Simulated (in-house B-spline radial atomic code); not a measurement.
# Be: ionisation energy by several methods

The task here is to estimate one member of a computed series from the others.

The numbers are computed with in-house B-spline radial atomic code version 1 (non-relativistic, several functionals, spin-polarised, exact exchange averaged over the configuration; spherical all-electron atom at the radial basis limit), except any that are marked as measured or tabulated.

## The atom as given

```
element       : beryllium (Z = 4)
charge        : 0
electrons     : 4
configuration : [He] 2s2
nucleus       : point
```

Outer shells as boxes (Hund's rule):

[He] 2s2
```
[He] core
2s [↑↓]
```

Where spins are not typed, each open shell is filled with up spins first.

Set-up of the first run:

Settings, as recorded:

```ini
Z = 4
electrons = 4.0
configuration = [He] 2s2
hamiltonian = nr
method = tpssh
spin_polarised = True
exact_exchange = averaged over the configuration
```

The run is started by

```
> python run_scf.py task.json out
```

task.json lists these runs, among others, and the program works through them in turn.

Steps of the session up to this table: TPSSh, a global hybrid; PBE0, a global hybrid; r2SCAN0, a global hybrid; M06-2X, a global hybrid; B97-1, a global hybrid; B3LYP, a global hybrid.

One table of the session follows, with a row left open; its other results are not shown here.

```
 method  ΔSCF (eV)
  TPSSh      9.058
   PBE0      8.971
r2SCAN0          ?
 M06-2X      9.045
  B97-1      9.024
  B3LYP      9.110
```

Q: Estimate the row for r2SCAN0 from the others.

As computed: ΔSCF (eV): 8.828. In the column «ΔSCF (eV)» it is the lowest.
